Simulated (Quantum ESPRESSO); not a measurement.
The system is CuF3.

```
CELL_PARAMETERS angstrom
3.76477 0.00000 0.00000
0.00000 3.76477 0.00000
0.00000 0.00000 3.76477
ATOMIC_POSITIONS crystal
Cu 0.00000 0.00000 0.00000
F 0.50000 0.00000 0.00000
F 0.00000 0.00000 0.50000
F 0.00000 0.50000 0.00000
```

The cell comes from a database or a generator and needn't be the stable form of this composition.

| Quantity | Value |
| --- | --- |
| Program | Quantum ESPRESSO 7.5 |
| Task | phonons |
| Functional | LDA |
| Potentials or basis | GBRV 1.5 LDA |
| Cutoff | 762 eV |
| Density cutoff | 6095 eV |
| k mesh | 2 × 2 × 2 |
| Occupations | fermi-dirac, width 0.05 eV |
| Spin | no spin polarisation |
| Form of the LDA correlation | PZ81 |
| Mixing beta | 0.5 |
| Most SCF iterations | 120 |
| SCF threshold | 8e-10 Ry |

What is the highest optical frequency at the zone centre?

527 cm⁻¹, a mode of symmetry T1u (IR).

Optical modes at Γ, degenerate ones joined:
| cm⁻¹ | components | symmetry | active in |
| --- | --- | --- | --- |
| 225 | 3 | T2u | silent |
| 296 | 3 | T1u | IR |
| 527 | 3 | T1u | IR |

Caveat: the k mesh is coarse (spacing up to 0.83 Å⁻¹), so the values aren't converged; the mesh is thin for the phonons of a metal; the cell is more than 3 GPa from zero pressure, which shifts response properties; the run has no spin polarisation, though such a crystal can be magnetic.
